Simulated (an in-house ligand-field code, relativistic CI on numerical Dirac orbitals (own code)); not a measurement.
**d8 in a ligand field: terms for several parameter sets**

Aim: the terms of a d8 shell from Racah B and C and the field, by exact diagonalisation.

Method: parametric ligand-field model of a d^n configuration (Racah B and C, spin-orbit zeta, crystal field), exact diagonalisation. Code: an in-house ligand-field code version 1.

### Step 1. The atom as given

* shell: d8
* set 1 (cm⁻¹): B = 690, C = 3060, Oh, 10Dq = 4100
* set 2 (cm⁻¹): B = 360, C = 1790, D4h, 10Dq = 61200, Ds = 1810, Dt = 80
* set 3 (cm⁻¹): B = 510, C = 2280, Td, 10Dq = -14150
* set 4 (cm⁻¹): B = 610, C = 2920, D4h, 10Dq = 24200, Ds = -360, Dt = 340
* set 5 (cm⁻¹): B = 810, C = 2870, Td, 10Dq = -2200
* set 6 (cm⁻¹): B = 610, C = 2550, Td, 10Dq = -30550
* set 7 (cm⁻¹): B = 530, C = 2510, D4h, 10Dq = 19400, Ds = 3000, Dt = 190
* set 8 (cm⁻¹): B = 1060, C = 4800, Oh, 10Dq = 5500

### Step 2. Set 1

Settings, as recorded:

```ini
n = 8
racah_B = 690  # cm-1
racah_C = 3060  # cm-1
zeta = 0  # cm-1
symmetry = Oh
field = {"10Dq": 4100}  # cm-1
```

### Step 3. Set 2

Settings, as recorded:

```ini
n = 8
racah_B = 360  # cm-1
racah_C = 1790  # cm-1
zeta = 0  # cm-1
symmetry = D4h
field = {"10Dq": 61200, "Ds": 1810, "Dt": 80}  # cm-1
```

### Step 4. Set 3

Settings, as recorded:

```ini
n = 8
racah_B = 510  # cm-1
racah_C = 2280  # cm-1
zeta = 0  # cm-1
symmetry = Td
field = {"10Dq": -14150}  # cm-1
```

### Step 5. Set 4

Settings, as recorded:

```ini
n = 8
racah_B = 610  # cm-1
racah_C = 2920  # cm-1
zeta = 0  # cm-1
symmetry = D4h
field = {"10Dq": 24200, "Ds": -360, "Dt": 340}  # cm-1
```

### Step 6. Set 5

Settings, as recorded:

```ini
n = 8
racah_B = 810  # cm-1
racah_C = 2870  # cm-1
zeta = 0  # cm-1
symmetry = Td
field = {"10Dq": -2200}  # cm-1
```

### Step 7. Set 6

Settings, as recorded:

```ini
n = 8
racah_B = 610  # cm-1
racah_C = 2550  # cm-1
zeta = 0  # cm-1
symmetry = Td
field = {"10Dq": -30550}  # cm-1
```

### Step 8. Set 7

Settings, as recorded:

```ini
n = 8
racah_B = 530  # cm-1
racah_C = 2510  # cm-1
zeta = 0  # cm-1
symmetry = D4h
field = {"10Dq": 19400, "Ds": 3000, "Dt": 190}  # cm-1
```

### Step 9. Set 8

Settings, as recorded:

```ini
n = 8
racah_B = 1060  # cm-1
racah_C = 4800  # cm-1
zeta = 0  # cm-1
symmetry = Oh
field = {"10Dq": 5500}  # cm-1
```

(Steps that only read results are left out.)

Before running it: what results should come out? Wanted: lowest terms.

As calculated:

| set | 10Dq/B (size) | lowest | S | electrons in z² and x²-y² | first level of the same spin (cm⁻¹) |
| --- | --- | --- | --- | --- | --- |
| 1: Oh | 5.9 | 3A2 | 1.00 | 2.00 | 3T2 4100 |
| 2: D4h | 170.0 | 3B1 | 1.00 | 2.00 | 3A2 57811 |
| 3: Td | 27.7 | 3T1 | 1.00 | 3.98 | 3T2 13107 |
| 4: D4h | 39.7 | 3B1 | 1.00 | 2.00 | 3E 21223 |
| 5: Td | 2.7 | 3T1 | 1.00 | 3.85 | 3T2 1817 |
| 6: Td | 50.1 | 3T1 | 1.00 | 3.99 | 3T2 29088 |
| 7: D4h | 36.6 | 1A1 | 0.00 | 2.02 | 1B1 9503 |
| 8: Oh | 5.2 | 3A2 | 1.00 | 2.00 | 3T2 5500 |

```
    quantity                                                           value
lowest terms  1: 3A2, 2: 3B1, 3: 3T1, 4: 3B1, 5: 3T1, 6: 3T1, 7: 1A1, 8: 3A2
```

7 of 8 sets have the highest spin that their shell allows, S = 1. A negative 10Dq stands for a tetrahedral field. B, C and the field are free parameters here, not those of a compound.
